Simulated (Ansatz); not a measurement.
# C2H4BrN: one species, many methods

Aim: compute C2H4BrN with functionals from several rungs and with coupled cluster. The yardstick is the atomisation energy at the CCSD(T) limit.

The runs use Ansatz 0.2.0, Gaussian basis; functionals in def2-TZVPP, the program's frozen cores in correlated methods.

The runs, in order: LDA (SPW92), PBE-D4, revPBE-D4, BLYP-D4, r2SCAN-D4, B97M-V, PBE0-D4, B3LYP-D4, r2SCANh-D4, r2SCAN0-D4, HSE06-D4, BHLYP-D4, CAM-B3LYP-D4, LC-ωPBE, ωB97X-V, ωB97M-V, B2PLYP, PBE-QIDH; CCSD(T)/def2-SVP; CCSD(T)/def2-TZVPP; MP2/def2-QZVPP; extrapolation to the limit; RPA on PBE.

## Step 1: Structure used throughout

The geometry comes from an earlier relaxation with PBE0-D4 in a triple-zeta def2 set; it is a stationary point, not always the lowest conformer.

SMILES `C/N=C/Br`, 8 atoms, charge 0, spin multiplicity 1.

Atoms are counted from 1 here; the program's logs count them from 0.

Bond lengths: C1–N2 1.443 Å, C1–H5 1.092 Å, C1–H6 1.092 Å, C1–H7 1.098 Å, N2–C3 1.242 Å, C3–Br4 1.895 Å, C3–H8 1.093 Å. Angles: N2–C1–H5 108.7°, N2–C1–H6 108.7°, N2–C1–H7 113.9°, H5–C1–H6 107.1°, H5–C1–H7 109.1°, H6–C1–H7 109.1°, C1–N2–C3 118.2°, N2–C3–Br4 121.6°, N2–C3–H8 126.9°, Br4–C3–H8 111.5°.

## Step 2: LDA

This LDA is Slater exchange with PW92 correlation.

Contents of in.yaml:

```yaml
crystal:
  periodic: [false, false, false]
  atoms:
    - {symbol: C, position_ang: [-0.431301, 0.892465, 0.480157]}
    - {symbol: N, position_ang: [-0.227432, -0.533852, 0.406963]}
    - {symbol: C, position_ang: [0.476261, -0.978669, -0.514099]}
    - {symbol: Br, position_ang: [0.807471, -2.834821, -0.701921]}
    - {symbol: H, position_ang: [-1.503577, 1.096028, 0.434551]}
    - {symbol: H, position_ang: [-0.078532, 1.247522, 1.451124]}
    - {symbol: H, position_ang: [0.075773, 1.455253, -0.314595]}
    - {symbol: H, position_ang: [0.973436, -0.401025, -1.297981]}
basis:
  gaussian: {orbitals: def2-TZVPP}
hamiltonian: {xc: lda}
output: {orbitals: {seedname: orbitals}}
```

Further steps of the session: PBE-D4 (GGA); revPBE-D4 (GGA); BLYP-D4 (GGA); r2SCAN-D4 (meta-GGA); B97M-V (meta-GGA); PBE0-D4 (hybrid); B3LYP-D4 (hybrid); r2SCANh-D4 (hybrid); r2SCAN0-D4 (hybrid); HSE06-D4 (hybrid); BHLYP-D4 (hybrid); CAM-B3LYP-D4 (range-separated); LC-ωPBE (range-separated); ωB97X-V (range-separated); ωB97M-V (range-separated); B2PLYP (double hybrid); PBE-QIDH (double hybrid); CCSD(T) in def2-SVP; CCSD(T) in def2-TZVPP; MP2 in def2-QZVPP; RPA on PBE orbitals.

Before running them: what should the planned runs give, taken together? Wanted: atomisation energy, CCSD(T)/CBS; farthest beyond LDA; mean size of error, GGA; mean size of error, meta-GGA; mean size of error, hybrid; mean size of error, range-separated; mean size of error, double hybrid; gap, smallest and largest; T1 diagnostic.

As calculated:

| quantity | value |
| --- | --- |
| atomisation energy, CCSD(T)/CBS | 30.377 eV |
| functionals within 0.304 eV (1.0 %) | r2SCAN-D4, B97M-V, B3LYP-D4, r2SCANh-D4, CAM-B3LYP-D4, LC-ωPBE, ωB97X-V, ωB97M-V, B2PLYP, PBE-QIDH |
| farthest beyond LDA | PBE-D4 (+1.207 eV) |
| mean size of error, GGA | 0.636 eV |
| mean size of error, meta-GGA | 0.081 eV |
| mean size of error, hybrid | 0.440 eV |
| mean size of error, range-separated | 0.105 eV |
| mean size of error, double hybrid | 0.184 eV |
| gap, smallest and largest | 4.69 eV (LDA (SPW92)), 12.43 eV (LC-ωPBE) |
| T1 diagnostic | 0.0101 |
| triples share of the correlation energy | 4.1 % |

LDA overbinds by 5.135 eV (17 %). PBE-D4 is off by +1.207 eV. Double hybrids carry the basis error of their MP2 part in triple zeta, and no dispersion term here, so their miss is partly the set-up's. The rungs meta-GGA, range-separated, double hybrid miss on average by less than the doubt on the reference (0.304 eV), so they tie. The reference freezes the cores and leaves out relativity and excitations past (T), and its outer-core shells are covered unevenly, so misses under about 0.304 eV can't be ranked. All levels share the lack of spin-orbit coupling, which lowers the free heavy atoms and so the true binding. Hartree-Fock recovers 69 % of the binding; the rest is correlation. CCSD(T) in def2-SVP is off by -1.692 eV, which most functionals beat. Orbital gaps span 4.7 to 12.4 eV; exact exchange widens them. Correlated methods include outer-core shells of Br, which these sets cover unevenly.
